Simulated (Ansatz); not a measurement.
**ClH₄NOSSi: one species, many methods**

The task here is to estimate one member of a computed series from the others.

Program: Ansatz 0.2.0, Gaussian basis. Level of theory: functionals in def2-TZVPP, the program's frozen cores in correlated methods. These are calculated values, not measurements.

Levels to be run: LDA (SPW92), PBE-D4, revPBE-D4, BLYP-D4, r2SCAN-D4, B97M-V, PBE0-D4, B3LYP-D4, r2SCANh-D4, r2SCAN0-D4, HSE06-D4, BHLYP-D4, CAM-B3LYP-D4, LC-ωPBE, ωB97X-V, ωB97M-V, B2PLYP, PBE-QIDH; CCSD(T)/def2-SVP; CCSD(T)/def2-TZVPP; MP2/def2-QZVPP; extrapolation to the limit; RPA on PBE.

### The relaxed structure

The geometry comes from an earlier relaxation with PBE0-D4 in a triple-zeta def2 set; it is a stationary point, not always the lowest conformer.

SMILES `N[Si](O)(S)Cl`, 9 atoms, charge 0, spin multiplicity 1.

Atoms are counted from 1 here; the program's logs count them from 0.

Bond lengths: N1–Si2 1.686 Å, N1–H6 1.006 Å, N1–H7 1.007 Å, Si2–O3 1.633 Å, Si2–S4 2.121 Å, Si2–Cl5 2.058 Å, O3–H8 0.959 Å, S4–H9 1.344 Å. Angles: Si2–N1–H6 120.5°, Si2–N1–H7 121.5°, H6–N1–H7 113.0°, N1–Si2–O3 113.4°, N1–Si2–S4 110.4°, N1–Si2–Cl5 106.6°, O3–Si2–S4 106.4°, O3–Si2–Cl5 108.3°, S4–Si2–Cl5 111.8°, Si2–O3–H8 117.7°, Si2–S4–H9 94.0°.

Coordinates:

```xyz
9

N     0.7816    1.0788    0.5349
Si   -0.1716   -0.2353    0.0783
O     0.3953   -1.6665    0.6224
S    -0.2537   -0.3900   -2.0355
Cl   -2.0343    0.0762    0.8955
H     1.6547    1.2628    0.0697
H     0.7453    1.4566    1.4671
H    -0.1773   -2.4320    0.5432
H    -0.8516    0.8030   -2.1927
```

The first run:

Contents of in.yaml:

```yaml
crystal:
  periodic: [false, false, false]
  atoms:
    - {symbol: N, position_ang: [0.781626, 1.078789, 0.534858]}
    - {symbol: Si, position_ang: [-0.171580, -0.235253, 0.078341]}
    - {symbol: O, position_ang: [0.395332, -1.666522, 0.622429]}
    - {symbol: S, position_ang: [-0.253693, -0.390038, -2.035482]}
    - {symbol: Cl, position_ang: [-2.034300, 0.076205, 0.895515]}
    - {symbol: H, position_ang: [1.654681, 1.262819, 0.069695]}
    - {symbol: H, position_ang: [0.745348, 1.456645, 1.467060]}
    - {symbol: H, position_ang: [-0.177338, -2.431956, 0.543156]}
    - {symbol: H, position_ang: [-0.851577, 0.803012, -2.192672]}
basis:
  gaussian: {orbitals: def2-TZVPP}
hamiltonian: {xc: lda}
output: {orbitals: {seedname: orbitals}}
```

Command:

```console
> ansatz run in.yaml --threads 4 --pin off --events-out ev --progress --plain --max-ram 10444MiB
```

Steps of the session up to this table: LDA; PBE-D4 (GGA); revPBE-D4 (GGA); BLYP-D4 (GGA); r2SCAN-D4 (meta-GGA); B97M-V (meta-GGA); B3LYP-D4 (hybrid); r2SCANh-D4 (hybrid); r2SCAN0-D4 (hybrid); HSE06-D4 (hybrid); BHLYP-D4 (hybrid); CAM-B3LYP-D4 (range-separated); LC-ωPBE (range-separated); ωB97X-V (range-separated); ωB97M-V (range-separated); B2PLYP (double hybrid); PBE-QIDH (double hybrid).

One of the session's tables, all rows but one given; the rest of the session is left out.

It belongs to the step «Frontier levels by functional». 

```
  functional  HOMO (eV)  LUMO (eV)  gap (eV)
 LDA (SPW92)      -6.52      -0.74      5.78
      PBE-D4      -6.39      -0.57      5.82
   revPBE-D4      -6.34      -0.49      5.85
     BLYP-D4      -6.22      -0.53      5.69
   r2SCAN-D4      -6.70      -0.19      6.50
      B97M-V      -6.78      -0.36      6.42
     PBE0-D4      -7.68       0.34      8.02
    B3LYP-D4      -7.41       0.02      7.43
  r2SCANh-D4          ?          ?         ?
  r2SCAN0-D4      -7.87       0.61      8.49
    HSE06-D4      -7.27      -0.03      7.24
    BHLYP-D4      -8.79       1.10      9.89
CAM-B3LYP-D4      -9.01       1.23     10.24
     LC-ωPBE     -10.45       2.55     13.00
     ωB97X-V     -10.07       2.34     12.41
     ωB97M-V      -9.89       1.95     11.84
```

Estimate the missing values for r2SCANh-D4.

Worked estimate for «HOMO (eV)». Against the share of exact exchange, r2SCAN-D4 (0, -6.70), r2SCAN0-D4 (0.25, -7.87) give a slope of -4.68 per unit share; at 0.1 the line stands at -7.17.

**Answer.** HOMO (eV): -7.17; LUMO (eV): 0.14; gap (eV): 7.31. In «HOMO (eV)» the line misses by 0.00.
